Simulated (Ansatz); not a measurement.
# C2H5BFN: single point from an input written key by key

A script is to give a single point from an input written key by key; the system is C2H5BFN. SMILES: BC=C(N)F.

All numbers are computed with Ansatz 0.2.0, driven from Python. Level of theory: PBE/def2-SVP.

## 1. Starting point

Bond lengths: B1–C2 1.516 Å, C2–C3 1.318 Å, C3–N4 1.500 Å, C3–F5 1.353 Å, B1–H6 1.236 Å, B1–H7 1.172 Å, C2–H8 1.062 Å, N4–H9 1.034 Å, N4–H10 0.974 Å. Angles: B1–C2–C3 122.4°, B1–C2–H8 119.4°, C3–C2–H8 118.1°, C2–B1–H6 122.0°, C2–B1–H7 122.1°, H6–B1–H7 115.6°, C2–C3–N4 122.4°, C2–C3–F5 122.5°, N4–C3–F5 115.0°, C3–N4–H9 114.4°, C3–N4–H10 120.3°, H9–N4–H10 125.2°.

The script holds or builds the structure itself.

## 2. The code

deck_c2h5bfn.py reads:

```python
"""C2H5BFN through the session interface."""

import logging
import sys

import ansatz as az
import numpy as np

logging.basicConfig(stream=sys.stdout, format="%(levelname)s:%(name)s:%(message)s")
log = logging.getLogger("c2h5bfn")
log.setLevel(logging.INFO)

deck = {
    "crystal": {
        "periodic": [False, False, False],
        "atoms": [
            {"symbol": "B", "position_ang": [-1.6481, 0.2328, 0.928]},
            {"symbol": "C", "position_ang": [-0.5153, -0.3815, 0.1291]},
            {"symbol": "C", "position_ang": [0.5571, 0.3015, -0.2173]},
            {"symbol": "N", "position_ang": [1.7185, -0.3317, -0.9246]},
            {"symbol": "F", "position_ang": [0.7292, 1.6021, 0.1149]},
            {"symbol": "H", "position_ang": [-1.6548, 1.428, 1.2439]},
            {"symbol": "H", "position_ang": [-2.6216, -0.3653, 1.1901]},
            {"symbol": "H", "position_ang": [-0.5695, -1.4046, -0.1507]},
            {"symbol": "H", "position_ang": [1.5844, -1.3304, -1.1572]},
            {"symbol": "H", "position_ang": [2.5031, 0.198, -1.1532]},
        ],
    },
    "basis": {"gaussian": {"orbitals": "def2-SVP"}},
    "hamiltonian": {"xc": "pbe"},
    "output": {"forces": True},
}
session = az.Session.from_dict(deck)
report = session.plan(threads=1).execute().report

log.info(f"E = {report['free_energy_ev']:.6f} eV = {report['free_energy_ev'] / 27.211386246:.7f} Ha")
print("converged:", report["converged"], " doubts:", report["published_state_doubts"] or "none")
symbols = ["B", "C", "C", "N", "F", "H", "H", "H", "H", "H"]
state = report["mean_field"]["state"]
log.info(f"mean field: {state['energy']['hartree']:.7f} Ha, <S^2> = {abs(state['spin_squared']):.4f}, stability: {state.get('stability', {}).get('kind')}")

forces = np.array(report["forces_ev_ang"])
print("largest force", round(float(np.linalg.norm(forces, axis=1).max()), 4), "eV/A, rms", round(float(np.sqrt((forces ** 2).mean())), 4))
charges = report["charge_distribution"]
print("dipole moment", round(4.803205 * float(np.linalg.norm(charges["dipole_moment_e_ang"])), 3), "D")
print("Mulliken:", [(s, round(q, 3)) for s, q in zip(symbols, charges["mulliken_charges_e"])])
```

## 3. The run

Run with:

```console
$ python deck_c2h5bfn.py
```

Q: Predict the main results. Wanted: total energy; largest force; dipole moment.

As calculated:

| quantity | value |
| --- | --- |
| total energy | -7023.6943 eV |
| largest force | 5.774 eV/Å |
| dipole moment | 4.33 D |

What this shows: Forces reach 5.77 eV/Å, so the atoms aren't at rest. The geometry is a force-field or estimated start, not a minimum of this method, and the basis set is short of its limit.
